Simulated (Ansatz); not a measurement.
# InB2As3: the cost of one run

Program: Ansatz 0.2.0. Level of theory: DFT PBE, scalar-relativistic, plane waves, PAW. These are calculated values, not measurements.

1 further run of the same task is left out (it didn't finish).

**1. The starting structure**

The structure is orthorhombic, space group Cmmm (No. 65). The conventional cell has a = 5.017 Å, b = 10.615 Å, c = 3.951 Å, α = 90.00°, β = 90.00°, γ = 90.00°. In (site symmetry mmm) is surrounded by 6 As at 2.51 Å. B (site symmetry m2m) is surrounded by 1 As at 2.12 Å. As (site symmetry m2m) is surrounded by 3 B at 2.12 to 2.51 Å and 2 In at 2.51 Å. As (site symmetry mmm) is surrounded by 2 In at 2.51 Å and 4 B at 2.57 Å.

Structure file:

```
CELL_PARAMETERS angstrom
2.50860 -5.30739 0.00000
2.50860 5.30739 0.00000
0.00000 0.00000 3.95059
ATOMIC_POSITIONS crystal
In 0.00000 0.00000 0.00000
B 0.65497 0.34503 0.50000
B 0.34503 0.65497 0.50000
As 0.14539 0.85461 0.50000
As 0.85461 0.14539 0.50000
As 0.50000 0.50000 0.00000
```

The cell is invented: species swapped into a database cell of Li2CeO3 (Cmmm, No. 65), with B on the Li sites, In on the Ce sites and As on the O sites. The dimensions are guesses.

**2. A first look at the guess**

Input file input.yaml:

```yaml
crystal:
  lattice:
    - [2.50859635, -5.30738655, 0.0]
    - [2.50859635, 5.30738655, 0.0]
    - [0.0, 0.0, 3.95059473]
  atoms:
    - { symbol: In, position: [0.0, 0.0, 0.0] }
    - { symbol: B, position: [0.65497245, 0.34502755, 0.5] }
    - { symbol: B, position: [0.34502755, 0.65497245, 0.5] }
    - { symbol: As, position: [0.14538866, 0.85461134, 0.5] }
    - { symbol: As, position: [0.85461134, 0.14538866, 0.5] }
    - { symbol: As, position: [0.5, 0.5, 0.0] }
basis:
  ecutwfc: 420
kpoints:
  mp_grid: { grid: [4, 4, 4] }
hamiltonian:
  xc: pbe
scf:
  occupations: { method: gaussian, width: 0.1 }
  lower_state_search: "off"
output:
  forces: true
  stress: true
  eigenvalues: true
```

The run is started by

```bash
$ ansatz run input.yaml --threads 1 --pin off --max-ram 2560MiB --backend cpu --events-out ev --progress --plain --runs-dir out
```

What time and memory should one allow on 1 thread of Intel Xeon Platinum 8259CL at 2.50GHz (Skylake/Cascade Lake), shared host?

About 4.7 s, with a peak of 0.46 GiB.
